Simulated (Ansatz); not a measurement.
FGeH₄Si, SMILES [F][GeH][SiH3], a rigid scan of one bond length

Run with Ansatz 0.2.0, Python API.

Script `fgeh4si_scan.py`:
```python
# -*- coding: utf-8 -*-
"""Stretching a bond of FGeH4Si, the rest held rigid."""

import ansatz as az
import numpy as np

geometry_ang = [
    ("F", (-1.7997, -1.4465, 0.9329)),
    ("Ge", (-0.2346, -1.3627, 0.2375)),
    ("Si", (0.4252, 0.8402, 0.0135)),
    ("H", (-0.1681, -2.0207, -1.1621)),
    ("H", (-0.4674, 1.5512, -0.8758)),
    ("H", (0.4674, 1.4937, 1.3502)),
    ("H", (1.8384, 0.877, -0.5419)),
]
fgeh4si = az.Crystal.molecule()
for symbol, xyz in geometry_ang:
    fgeh4si = fgeh4si.atom(symbol, xyz)

symbols = [site.symbol for site in fgeh4si.cartesian_sites]
start = np.array([site.position_ang for site in fgeh4si.cartesian_sites])
axis = (start[4] - start[2]) / np.linalg.norm(start[4] - start[2])
moving = [4]
lengths, energies = [1.23, 1.33, 1.45, 1.59, 1.81, 2.17, 2.6, 3.18], []
for length in lengths:
    xyz = start.copy()
    xyz[moving] += (length - np.linalg.norm(start[4] - start[2])) * axis
    point = az.Crystal.molecule()
    for symbol, place in zip(symbols, xyz):
        point = point.atom(symbol, place.tolist())
    calc = (
        point.calculation()
        .basis(gaussian="def2-SVP")
        .functional("hf")
        .spin("collinear", total=1)
    )
    data = calc.run(threads=1).report
    energies.append(data["free_energy_ev"])
    print(f"r = {length:6.3f} A  E = {energies[-1]:.5f} eV  <S^2> = {abs(data['mean_field']['state']['spin_squared']):.3f}")

print("energy above the lowest point (eV):", [round(e - min(energies), 3) for e in energies])
```

```console
$ python fgeh4si_scan.py
r =  1.230 A  E = -67092.11105 eV  <S^2> = 0.756
r =  1.330 A  E = -67092.73452 eV  <S^2> = 0.756
r =  1.450 A  E = -67093.00646 eV  <S^2> = 0.756
r =  1.590 A  E = -67092.92059 eV  <S^2> = 0.756
r =  1.810 A  E = -67092.34578 eV  <S^2> = 0.760
r =  2.170 A  E = -67091.14785 eV  <S^2> = 0.951
r =  2.600 A  E = -67090.47412 eV  <S^2> = 1.322
r =  3.180 A  E = -67090.25896 eV  <S^2> = 1.460
energy above the lowest point (eV): [0.895, 0.272, 0.0, 0.086, 0.661, 1.859, 2.532, 2.748]
```

Total energies depend on the basis set; only differences at equal settings carry meaning. The rest of the molecule is held rigid at a force-field or estimated start geometry, and the basis set is modest; single-reference methods fail as a bond breaks. The species is open-shell (spin multiplicity 2). The expectation value of S² is noticeably off S(S+1) in at least one run, so that state is spin-contaminated. Hartree-Fock leaves correlation out, so bond, atomisation and ionisation energies come out well too low. Wall time of the script: 18 s on 1 thread of Arm Neoverse V2, on a shared host, peak memory 0.31 GiB.

(A comment or docstring line of the script was reworded after the run, the code is as it ran; lines on the test bed's own set-up are left out of the output.)
